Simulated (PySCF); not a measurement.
# CoNH₂: triplet, from a trigonal planar start

Aim: relax CoNH₂ as a triplet from a trigonal planar start, check by its vibrations whether the end is a minimum, and collect its spectrum and constants.

Computed with PySCF 2.14.0. Level: PBE0, basis Co def2-TZVP, N def2-TZVP, H def2-TZVP, no relativity, density fitting.

## 1. The starting structure

4 atoms, charge 0, spin multiplicity 3.

Bond lengths: Co1–N2 1.630 Å, Co1–H3 1.430 Å, Co1–H4 1.430 Å. Angles: N2–Co1–H3 120.0°, N2–Co1–H4 120.0°, H3–Co1–H4 120.0°.

```xyz
4
charge 0 multiplicity 3
Co    0.2853    0.0000    0.0000
N    -1.3447    0.0000    0.0000
H     1.0003   -1.2384    0.0000
H     1.0003    1.2384    0.0000
```

## 2. The SCF at the typed geometry

The steps below are one call of a driver around PySCF. For each, scf.py gives the equivalent set-up of the SCF; relaxations use the driver's own optimiser. After this first run the driver tries any further starts and a stability analysis.

scf.py

```python
from pyscf import gto, scf, dft
mol = gto.M(atom='''
Co     0.285300    -0.000000     0.000000
N     -1.344680     0.000010     0.000000
H      1.000300    -1.238420     0.000000
H      1.000280     1.238410     0.000000''',
    basis={'Co': 'def2-TZVP', 'N': 'def2-TZVP', 'H': 'def2-TZVP'},
    charge=0, spin=2)
mf = dft.UKS(mol, xc='PBE0')
mf.grids.atom_grid = (50, 194)
aux = {'Co': 'def2-universal-JKFIT', 'N': 'def2-universal-JKFIT', 'H': 'def2-universal-JKFIT'}
mf = mf.density_fit(auxbasis=aux)
mf.conv_tol = 1e-08
mf.diis_space = 10
mf.max_cycle = 60
mf.init_guess = 'minao'
mf.verbose = 4
mf.kernel()
```

On the command line:

```sh
> OMP_NUM_THREADS=4 python axn.py task.json out
```

What it wrote:

```text
init E= -1437.32723066631
[... the frontier-level lines of each cycle are left out ...]
cycle= 1 E= -1421.76358682503  delta_E= 15.6  |g|= 5.69  |ddm|=   15
cycle= 2 E= -1398.39646494515  delta_E= 23.4  |g|= 11.2  |ddm|=   17
cycle= 3 E= -1424.13839806176  delta_E= -25.7  |g|= 7.41  |ddm|= 6.52
cycle= 4 E= -1427.73075024432  delta_E= -3.59  |g|= 6.51  |ddm|= 1.45
cycle= 5 E= -1429.73320845571  delta_E=   -2  |g|= 5.79  |ddm|= 0.523
cycle= 6 E= -1432.51853488743  delta_E= -2.79  |g|= 4.73  |ddm|= 1.04
cycle= 7 E= -1435.12106467832  delta_E= -2.6  |g|= 3.73  |ddm|= 1.29
cycle= 8 E= -1433.63762545881  delta_E= 1.48  |g|=    4  |ddm|= 1.15
cycle= 9 E= -1436.34702898287  delta_E= -2.71  |g|= 2.92  |ddm|= 0.962
cycle= 10 E= -1436.59351321569  delta_E= -0.246  |g|=  2.7  |ddm|= 0.411
cycle= 11 E= -1436.69637925785  delta_E= -0.103  |g|= 2.62  |ddm|= 0.0425
cycle= 12 E= -1437.29598681858  delta_E= -0.6  |g|= 1.98  |ddm|= 1.28
cycle= 13 E= -1437.80293134858  delta_E= -0.507  |g|= 1.26  |ddm|= 0.994
cycle= 14 E= -1438.19624356515  delta_E= -0.393  |g|= 0.482  |ddm|= 0.798
cycle= 15 E= -1438.23830019067  delta_E= -0.0421  |g|= 0.268  |ddm|= 0.13
cycle= 16 E= -1438.2540931769  delta_E= -0.0158  |g|= 0.156  |ddm|= 0.0713
cycle= 17 E= -1438.26115263162  delta_E= -0.00706  |g|= 0.0246  |ddm|= 0.0771
cycle= 18 E= -1438.26183461882  delta_E= -0.000682  |g|= 0.00949  |ddm|= 0.0304
cycle= 19 E= -1438.26226697873  delta_E= -0.000432  |g|= 0.00604  |ddm|= 0.0324
cycle= 20 E= -1438.26260184274  delta_E= -0.000335  |g|= 0.00971  |ddm|= 0.035
cycle= 21 E= -1438.26273699287  delta_E= -0.000135  |g|= 0.00674  |ddm|= 0.0141
cycle= 22 E= -1438.26307268361  delta_E= -0.000336  |g|= 0.00473  |ddm|= 0.0424
cycle= 23 E= -1438.26344643417  delta_E= -0.000374  |g|= 0.00317  |ddm|= 0.106
cycle= 24 E= -1438.26345412307  delta_E= -7.69e-06  |g|= 0.00096  |ddm|= 0.00932
cycle= 25 E= -1438.26345475668  delta_E= -6.34e-07  |g|= 0.000293  |ddm|= 0.00124
cycle= 26 E= -1438.2634555742  delta_E= -8.18e-07  |g|= 0.000311  |ddm|= 0.00518
cycle= 27 E= -1438.2634556486  delta_E= -7.44e-08  |g|= 7.86e-05  |ddm|= 0.000417
cycle= 28 E= -1438.26345567833  delta_E= -2.97e-08  |g|= 3.73e-05  |ddm|= 0.000882
cycle= 29 E= -1438.2634556835  delta_E= -5.17e-09  |g|= 1.78e-05  |ddm|= 0.000321
Extra cycle  E= -1438.26345568206  delta_E= 1.44e-09  |g|= 8.96e-05  |ddm|= 4.27e-05
converged SCF energy = -1438.26345568206  <S^2> = 2.193301  2S+1 = 3.1262124
```

This step, with its further starts and checks, needed 18 s of wall time on 4 threads of Arm Neoverse N1, shared host.

The starts that the driver tried:

```csv
start,energy (Eh)
the minimal-basis guess,-1438.263456
a thermally smeared density,-1438.263456
a smeared PBE density,-1438.263456
```

No lower solution of this spin turned up from the other starts or in the test of internal stability.

## 3. Trigonal planar start, triplet: relaxation

The program finds C2v symmetry in the start, which this walk keeps. Threshold on the gradient: 0.0003 Eh/bohr, with a further test on the energy change.

scf.py, as its differences from that of step 2:

```diff
@@ -3,4 +3,4 @@
-Co     0.285300    -0.000000     0.000000
-N     -1.344680     0.000010     0.000000
-H      1.000300    -1.238420     0.000000
-H      1.000280     1.238410     0.000000''',
+Co     0.285297    -0.000000     0.000000
+N     -1.344683     0.000000     0.000000
+H      1.000287    -1.238415     0.000000
+H      1.000287     1.238415     0.000000''',
@@ -16 +15,0 @@
-mf.init_guess = 'minao'
```

Energy and gradient, step by step:

```csv
step,energy (Eh),change (kJ/mol),largest symmetric gradient (Eh/bohr)
0,-1438.263456,0.00,0.07279
1,-1438.274621,-29.31,0.02728
2,-1438.278720,-40.08,0.05834
3,-1438.281286,-46.81,0.02373
4,-1438.283043,-51.43,0.01009
5,-1438.284021,-53.99,0.00856
6,-1438.284847,-56.16,0.00798
7,-1438.285379,-57.56,0.00329
8,-1438.285421,-57.67,0.00061
9,-1438.285421,-57.67,0.00012
```

The walk took 20 s.

It settles in C2v symmetry, 57.7 kJ/mol below the start, after 9 steps: Co–H 1.529 Å (×2), Co–N 1.520 Å; H–Co–H 154.2°, H–Co–N 102.9° (×2).

## 4. Is it a minimum? Harmonic modes

The point is checked on the finer grid, and tightened if its gradient asks for it. The Hessian and the dipole derivatives come from central differences of analytic gradients, with steps of 0.02 bohr.

scf.py, as its differences from that of step 3:

```diff
@@ -3,4 +3,4 @@
-Co     0.285297    -0.000000     0.000000
-N     -1.344683     0.000000     0.000000
-H      1.000287    -1.238415     0.000000
-H      1.000287     1.238415     0.000000''',
+Co     0.274271    -0.000000     0.000000
+N     -1.245946     0.000000     0.000000
+H      0.616127    -1.490099     0.000000
+H      0.616127     1.490099     0.000000''',
@@ -10 +10 @@
-mf.grids.atom_grid = (50, 194)
+mf.grids.atom_grid = (75, 302)
@@ -13 +13 @@
-mf.conv_tol = 1e-08
+mf.conv_tol = 1e-10
```

The driver hands on the density of the step before, so the log starts near convergence.

Log of the central SCF (cycles and frontier levels):

```text
init E= -1438.28534208324
[... the frontier-level lines of each cycle are left out ...]
cycle= 1 E= -1438.28534207966  delta_E= 3.59e-09  |g|= 0.000128  |ddm|= 3.97e-05
cycle= 2 E= -1438.2853419463  delta_E= 1.33e-07  |g|= 0.000775  |ddm|= 0.000242
cycle= 3 E= -1438.28534208333  delta_E= -1.37e-07  |g|= 5.25e-06  |ddm|= 0.00021
cycle= 4 E= -1438.28534208335  delta_E= -2.05e-11  |g|= 8.34e-07  |ddm|= 2.86e-06
Extra cycle  E= -1438.28534208335  delta_E= 1.36e-12  |g|= 1.71e-06  |ddm|= 1.66e-06
converged SCF energy = -1438.28534208335  <S^2> = 2.0580082  2S+1 = 3.0384261
```

The whole step took 50 s.

Geometry: C2v; Co–H 1.529 Å (×2), Co–N 1.520 Å; H–Co–H 154.2°, H–Co–N 102.9° (×2).

Harmonic modes (main isotopes):

```tsv
symmetry	ω (cm⁻¹)	IR (km/mol)	μ (u)	type
b2	332	31.8	1.19	bend
b1	536	40.8	1.07	bend
a1	605	39.6	1.03	bend
a1	1060	18.4	15.98	stretch
b2	1848	148	1.04	stretch
a1	1925	31.8	1.01	stretch
```

No imaginary mode, so this is a minimum.

Constants and moments:

```
Dipole moment                                                   : 1.65 D
Highest occupied level                                          : -8.01 eV
Lowest empty level                                              : -3.25 eV
Rotational constants                                            : 3.767, 0.6258, 0.5367 cm⁻¹
Zero-point energy                                               : 37.7 kJ/mol
Principal polarisabilities                                      : 22.2, 43.1, 44.9 bohr³
Atomisation energy without zero-point energy                    : 663 kJ/mol
Principal traceless quadrupole moments about the centre of mass : -2.78, 0.41, 2.36 D Å
Entropy at 298.15 K and 1 bar (electronic part: spin only)      : 258.6 J/(mol K)
Heat capacity Cp at 298.15 K                                    : 50.6 J/(mol K)
Enthalpy at 298.15 K above 0 K                                  : 11.93 kJ/mol
Rotational symmetry number                                      : 2
Spin squared ⟨S²⟩                                               : 2.058
```

Populations by atom (charges in e):

| atom | Mulliken | Löwdin | polar tensor | spin (Mulliken) | Mayer order to Co1 |
| --- | --- | --- | --- | --- | --- |
| Co1 | 0.42 | 0.18 | 0.59 | 1.64 | – |
| N2 | -0.32 | -0.09 | -0.23 | 0.52 | 2.20 |
| H3,4 | -0.05 | -0.05 | -0.18 | -0.08 | 0.79 |

Mulliken populations on Co1: s 6.67, p 12.49, d 7.42, f 0.00.

## 5. Summary of results

```
                                          quantity                                                               value
                                           minimum                                                        triplet, C2v
                                          geometry  Co–H 1.529 Å (×2), Co–N 1.520 Å; H–Co–H 154.2°, H–Co–N 102.9° (×2)
                                wavenumbers (cm⁻¹)       332 (b2), 536 (b1), 605 (a1), 1060 (a1), 1848 (b2), 1925 (a1)
                                     dipole moment                                                              1.65 D
highest occupied, lowest empty level (either spin)                                                     -8.01, -3.25 eV
                        polar-tensor charge of Co1                                                             +0.59 e
                                 zero-point energy                                                         37.7 kJ/mol
                               entropy at 298.15 K                                                     258.6 J/(mol K)
         atomisation energy (no zero-point energy)                                                          663 kJ/mol
                                              ⟨S²⟩                                                               2.058
```

The trigonal planar start keeps its C2v symmetry and ends in a minimum. In the infrared the band at 1848 cm⁻¹ (b2, stretch) leads. Most of the spin sits on Co1 (Mulliken spin 1.64, against 2 for the whole molecule). Other starts or spin states, not run here, may lie lower. Open d and f shells are described by one determinant, and the ground state may have another occupation or spin.

The search up to here took 88 s.
